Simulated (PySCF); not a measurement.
# CBr₄: core binding energies at several levels of theory, part 2 of 2

PySCF 2.14.0. Atoms count from 0.

## (13) X-ray photoelectron lines: SCAN, X2C

Job settings and geometry (Å):

```
{"job": {"kind": "xps", "basis": "def2-TZVP"}, "charge": 0, "multiplicity": 1}
Br    -1.340489    -0.068497     1.379737
C      0.006107    -0.007147    -0.007290
Br     1.586075     0.882460     0.668076
Br    -0.682631     0.967693    -1.530260
Br     0.461563    -1.807683    -0.546400
```

Level: delta-SCF UKS SCAN, def2-TZVP on the ionised atom, pcseg-1 elsewhere, spin-free X2C.

What it wrote:

```text
ground state, core basis on atom 1 (C), 139 functions
  cycle   1  E = -10432.58222579  |g| = 5.08e-01
  cycle   2  E = -10432.16211237  |g| = 1.45e+00
  cycle   3  E = -10432.64811910  |g| = 5.50e-02
  cycle   4  E = -10432.64856969  |g| = 2.96e-02
  cycle   5  E = -10432.64882774  |g| = 2.30e-03
  cycle   6  E = -10432.64882804  |g| = 4.98e-04
  E(ground) = -10433.22453520 Eh
hole in C 1s of atom 1
  cycle   1  E = -10421.18857878  |g| = 1.50e+00
  cycle   2  E = -10418.38599853  |g| = 2.69e+00
  cycle   3  E = -10421.55088326  |g| = 7.00e-01
  cycle   4  E = -10421.75395784  |g| = 2.73e-01
  cycle   5  E = -10421.78961964  |g| = 5.08e-02
  cycle   6  E = -10421.79059685  |g| = 2.04e-02
  cycle   7  E = -10421.79083201  |g| = 4.80e-03
  cycle   8  E = -10421.79087095  |g| = 2.75e-03
  cycle   9  E = -10421.79087201  |g| = 1.78e-03
  cycle  10  E = -10421.79087594  |g| = 3.09e-04
  E(ion) = -10422.35821800 Eh   <S^2> = 0.8003   hole on atom = 1.000   binding energy = 295.688 eV
```

It took 4 s on 1 thread of Arm Neoverse V1, shared host; peak memory 0.32 GiB.

The holes in one table. −ε is the ground-state orbital energy:

| hole | stands for | environment | ΔSCF (eV) | −ε (eV) | ⟨S²⟩ | measured (eV) |
| --- | --- | --- | --- | --- | --- | --- |
| C1s on C1 | C1 | fully substituted sp3 carbon bonded to 4 Br | 295.69 | 279.4 | 0.800 | 294.77 |

Measured: gas; Thomas, Saethre, Boerve, Bozek, Huttula, Kukk, J. Phys. Chem. A 2004, 108, 4983 (carbon 1s photoelectron spectroscopy of halomethanes).

## (14) X-ray photoelectron lines: SCAN, X2C

The job, as its differences from that of step 13:

```diff
@@ -1,2 +1,2 @@
-{"job": {"kind": "xps", "basis": "def2-TZVP"}, "charge": 0, "multiplicity": 1}
+{"job": {"kind": "xps", "basis": "unc-def2-TZVP"}, "charge": 0, "multiplicity": 1}
 Br    -1.340489    -0.068497     1.379737
```

With the program's defaults for keys left out, this is: delta-SCF UKS SCAN, unc-def2-TZVP on the ionised atom, pcseg-1 elsewhere, spin-free X2C.

What it wrote:

```text
ground state, core basis on atom 1 (C), 154 functions
  cycle   1  E = -10432.58577217  |g| = 5.11e-01
  cycle   2  E = -10432.16674684  |g| = 1.45e+00
  cycle   3  E = -10432.65135283  |g| = 6.22e-02
  cycle   4  E = -10432.65183467  |g| = 3.02e-02
  cycle   5  E = -10432.65208027  |g| = 4.96e-03
  cycle   6  E = -10432.65208452  |g| = 5.56e-04
  cycle   7  E = -10432.65208031  |g| = 2.04e-04
  E(ground) = -10433.22767344 Eh
hole in C 1s of atom 1
  cycle   1  E = -10421.19168857  |g| = 1.53e+00
  cycle   2  E = -10418.27585273  |g| = 2.91e+00
  cycle   3  E = -10421.65984959  |g| = 5.69e-01
  cycle   4  E = -10421.75813727  |g| = 3.41e-01
  cycle   5  E = -10421.81227785  |g| = 3.82e-02
  cycle   6  E = -10421.81281351  |g| = 1.47e-02
  cycle   7  E = -10421.81298180  |g| = 4.02e-03
  cycle   8  E = -10421.81299942  |g| = 2.58e-03
  cycle   9  E = -10421.81300702  |g| = 1.54e-03
  cycle  10  E = -10421.81301198  |g| = 3.73e-04
  E(ion) = -10422.38008547 Eh   <S^2> = 0.8065   hole on atom = 1.000   binding energy = 295.178 eV
```

Run time: 4.4 s. Hardware: 1 thread of Arm Neoverse V1, shared host; peak memory 0.34 GiB.

The holes in one table. −ε is the ground-state orbital energy:

| hole | stands for | environment | ΔSCF (eV) | −ε (eV) | ⟨S²⟩ | measured (eV) |
| --- | --- | --- | --- | --- | --- | --- |
| C1s on C1 | C1 | fully substituted sp3 carbon bonded to 4 Br | 295.18 | 279.5 | 0.807 | 294.77 |

Measured: gas; Thomas, Saethre, Boerve, Bozek, Huttula, Kukk, J. Phys. Chem. A 2004, 108, 4983 (carbon 1s photoelectron spectroscopy of halomethanes).

## (15) Core holes by ΔSCF: SCAN, non-relativistic

The job, as its differences from that of step 14:

```diff
@@ -1,2 +1,2 @@
-{"job": {"kind": "xps", "basis": "unc-def2-TZVP"}, "charge": 0, "multiplicity": 1}
+{"job": {"kind": "xps", "x2c": false}, "charge": 0, "multiplicity": 1}
 Br    -1.340489    -0.068497     1.379737
```

Method: delta-SCF UKS SCAN, pcX-2 on the ionised atom, pcseg-1 elsewhere, non-relativistic.

What it wrote:

```text
ground state, core basis on atom 1 (C), 153 functions
  cycle   1  E = -10333.38230389  |g| = 4.49e-01
  cycle   2  E = -10333.06857607  |g| = 1.25e+00
  cycle   3  E = -10333.43268608  |g| = 3.72e-02
  cycle   4  E = -10333.43288961  |g| = 1.53e-02
  cycle   5  E = -10333.43294517  |g| = 3.83e-03
  cycle   6  E = -10333.43295800  |g| = 8.88e-04
  cycle   7  E = -10333.43294925  |g| = 1.13e-04
  E(ground) = -10334.00180364 Eh
hole in C 1s of atom 1
  cycle   1  E = -10321.97541995  |g| = 1.53e+00
  cycle   2  E = -10319.09727403  |g| = 2.90e+00
  cycle   3  E = -10322.44760678  |g| = 5.56e-01
  cycle   4  E = -10322.54126521  |g| = 3.39e-01
  cycle   5  E = -10322.59523651  |g| = 3.74e-02
  cycle   6  E = -10322.59575969  |g| = 1.43e-02
  cycle   7  E = -10322.59591548  |g| = 3.95e-03
  cycle   8  E = -10322.59593812  |g| = 2.33e-03
  cycle   9  E = -10322.59594336  |g| = 1.50e-03
  cycle  10  E = -10322.59594245  |g| = 3.54e-04
  E(ion) = -10323.15705298 Eh   <S^2> = 0.8045   hole on atom = 1.000   binding energy = 295.101 eV
```

Wall time 3.9 s (1 thread of Arm Neoverse V1, shared host); peak memory 0.34 GiB.

Binding energies by hole, beside the orbital energy of the ground state; the difference holds orbital relaxation and, for a density functional, its self-interaction error:

| hole | stands for | environment | ΔSCF (eV) | −ε (eV) | ⟨S²⟩ | measured (eV) |
| --- | --- | --- | --- | --- | --- | --- |
| C1s on C1 | C1 | fully substituted sp3 carbon bonded to 4 Br | 295.10 | 279.4 | 0.804 | 294.77 |

Measured: gas; Thomas, Saethre, Boerve, Bozek, Huttula, Kukk, J. Phys. Chem. A 2004, 108, 4983 (carbon 1s photoelectron spectroscopy of halomethanes).

## (16) Outcome

This closing draws on all 2 parts.

| quantity | value |
| --- | --- |
| point group | Td |
| rotational constants (main isotopes) | 0.64, 0.64, 0.64 GHz |
| C1s binding energies, SCAN/pcX-2 | C1 295.19 eV |
| C1s binding energies, r2SCAN/pcX-2 | C1 295.32 eV |
| C1s binding energies, B3LYP/pcX-2 | C1 295.08 eV |
| C1s binding energies, PBE0/pcX-2 | C1 294.86 eV |
| C1s binding energies, PBE/pcX-2 | C1 294.21 eV |
| C1s binding energies, TPSS/pcX-2 | C1 294.91 eV |
| C1s binding energies, CAM-B3LYP/pcX-2 | C1 295.07 eV |
| C1s binding energies, SCAN/pcX-1 | C1 295.15 eV |
| C1s binding energies, SCAN/cc-pCVTZ | C1 295.27 eV |
| C1s binding energies, SCAN/def2-TZVP | C1 295.69 eV |
| C1s binding energies, SCAN/unc-def2-TZVP | C1 295.18 eV |
| C1s binding energies, SCAN/pcX-2, non-relativistic | C1 295.10 eV |

Single values in the summary come from the first run of each kind that ended normally (SCAN/pcX-2), which need not be the best level. The optimisation took 4 steps and gained 0.008 eV; among the close pairs (by a distance rule), C1–Br4 changed most, from 1.949 to 1.934 Å. At SCAN/pcX-2 the measured binding energy compared here is missed by +0.42 eV. At B3LYP/pcX-2 the measured binding energy compared here is missed by +0.31 eV. At PBE0/pcX-2 the measured binding energy compared here is missed by +0.09 eV. At PBE/pcX-2 the measured binding energy compared here is missed by -0.56 eV. At TPSS/pcX-2 the measured binding energy compared here is missed by +0.14 eV. At CAM-B3LYP/pcX-2 the measured binding energy compared here is missed by +0.30 eV. At SCAN/pcX-1 the measured binding energy compared here is missed by +0.38 eV. At SCAN/cc-pCVTZ the measured binding energy compared here is missed by +0.50 eV. At SCAN/def2-TZVP the measured binding energy compared here is missed by +0.92 eV.
